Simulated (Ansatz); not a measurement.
# CH10Si3: the cost of one run

All numbers below are computed with Ansatz 0.2.0 (RKS B3LYP-D4/STO-3G).

## 1. The structure to begin with

Bond lengths: Si1–H2 1.460 Å, Si1–C3 1.870 Å, C3–H4 1.110 Å, C3–H5 1.110 Å, C3–H6 1.110 Å, Si1–Si7 2.218 Å, Si7–H8 1.460 Å, Si7–H9 1.460 Å, Si7–H10 1.460 Å, Si1–Si11 2.218 Å, Si11–H12 1.460 Å, Si11–H13 1.460 Å, Si11–H14 1.460 Å. Angles (14 of 24 angles, heavy atoms first): C3–Si1–Si7 109.5°, C3–Si1–Si11 109.5°, Si7–Si1–Si11 109.5°, H2–Si1–C3 109.4°, H2–Si1–Si7 109.5°, H2–Si1–Si11 109.5°, Si1–C3–H4 109.5°, Si1–C3–H5 109.5°, Si1–C3–H6 109.5°, Si1–Si7–H8 109.5°, Si1–Si7–H9 109.5°, Si1–Si7–H10 109.5°, Si1–Si11–H12 109.5°, Si1–Si11–H13 109.5°.

Coordinates:

```xyz
14

Si    0.0000    0.0000    0.0000
H     0.0000    0.0000    1.4600
C     1.7634    0.0000   -0.6227
H     2.1111   -1.0463   -0.7509
H     1.8119    0.5276   -1.5981
H     2.4154    0.5187    0.1108
Si   -1.0456    1.8115   -0.7393
H    -2.4302    1.4780   -1.0607
H    -1.0215    2.8436    0.2931
H    -0.3743    2.3069   -1.9374
Si   -1.0456   -1.8115   -0.7393
H    -1.7029   -2.4846    0.3772
H    -2.0454   -1.4265   -1.7311
H    -0.0777   -2.7173   -1.3511
```

## 2. Preparing the start

The input, input.yaml:

```yaml
crystal:
  periodic: [false, false, false]
  atoms:
    - { symbol: Si, position_ang: [0.0, 0.0, 0.0] }
    - { symbol: H, position_ang: [0.0, 0.0, 1.46] }
    - { symbol: C, position_ang: [1.7634, 0.0, -0.6227] }
    - { symbol: H, position_ang: [2.1111, -1.0463, -0.7509] }
    - { symbol: H, position_ang: [1.8119, 0.5276, -1.5981] }
    - { symbol: H, position_ang: [2.4154, 0.5187, 0.1108] }
    - { symbol: Si, position_ang: [-1.0456, 1.8115, -0.7393] }
    - { symbol: H, position_ang: [-2.4302, 1.478, -1.0607] }
    - { symbol: H, position_ang: [-1.0215, 2.8436, 0.2931] }
    - { symbol: H, position_ang: [-0.3743, 2.3069, -1.9374] }
    - { symbol: Si, position_ang: [-1.0456, -1.8115, -0.7393] }
    - { symbol: H, position_ang: [-1.7029, -2.4846, 0.3772] }
    - { symbol: H, position_ang: [-2.0454, -1.4265, -1.7311] }
    - { symbol: H, position_ang: [-0.0777, -2.7173, -1.3511] }
basis:
  gaussian: { orbitals: STO-3G }
hamiltonian:
  xc: b3lyp
  dispersion: d4
relax:
  f_tol: 0.02
  max_steps: 40
```

Command:

```
> ansatz run input.yaml --threads 1 --pin off --max-ram 2048MiB --backend cpu --events-out ev --progress --plain --runs-dir out
```

Q: Estimate wall time and peak memory on 1 thread of Arm Neoverse V1, shared host.

About 61 s, with a peak of 0.12 GiB.
